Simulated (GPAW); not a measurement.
Something may be wrong with this GPAW 26.7.0 calculation of GeW.

File run.py:

```python
from ase import Atoms
from ase.dft.bandgap import bandgap
from ase.io import write
from ase.units import GPa
from gpaw import GPAW, PW

atoms = Atoms(['Ge', 'W'],
              cell=[[0.0, 2.57761, 2.57761],
                    [2.57761, 0.0, 2.57761],
                    [2.57761, 2.57761, 0.0]],
              scaled_positions=[[0.5, 0.5, 0.5],
                                [0.0, 0.0, 0.0]],
              pbc=True)

calc = GPAW(mode=PW(600),
            xc='LDA',
            kpts={'size': (8, 8, 8), 'gamma': True},
            occupations={'name': 'gaussian', 'width': 0.05},
            nbands=19,
            convergence={'density': 1e-05, 'energy': 1e-05},
            maxiter=100,
            txt='gpaw.txt')
atoms.calc = calc
energy = atoms.get_potential_energy()
forces = atoms.get_forces()
stress = atoms.get_stress()
calc.write('gs.gpw')
write('result.traj', atoms)
print(f'Energy: {energy:.6f} eV')
print('Forces (eV/A):')
print(forces.round(4))
print('Stress (GPa):', (stress / GPa).round(3))
print('Fermi level:', round(calc.get_fermi_level(), 4), 'eV')
print(f'Gap: {bandgap(calc)[0]:.4f} eV, direct: {bandgap(calc, direct=True)[0]:.4f} eV')
```

Potentials or basis: the program's PAW data sets (release 1.2.1) made for this functional, pw.

Command:

```bash
$ OMP_NUM_THREADS=1 python run.py
```

gpaw.txt:

```text
__  _  _
 | _ |_)|_||  |
 |__||  | ||/\| - 26.7.0

Input parameters:
  mode=PW(ecut=600.0),
  convergence={'density': 1e-05, 'energy': 1e-05},
  kpts=MonkhorstPack(size=(8, 8, 8), gamma=True),
  maxiter=100,
  nbands=19,
  occupations=Occupations(name='gaussian', width=0.05),
  xc=XC(name='LDA')
```

On the terminal:

```text
ValueError: Unknown occupation number object name: gaussian
```

Question: Diagnose the run.

Answer: The input was rejected before any iteration. The input holds a flaw that was put in on purpose: smearing name that the code doesn't know (occupations = name gaussian, width 0.05).
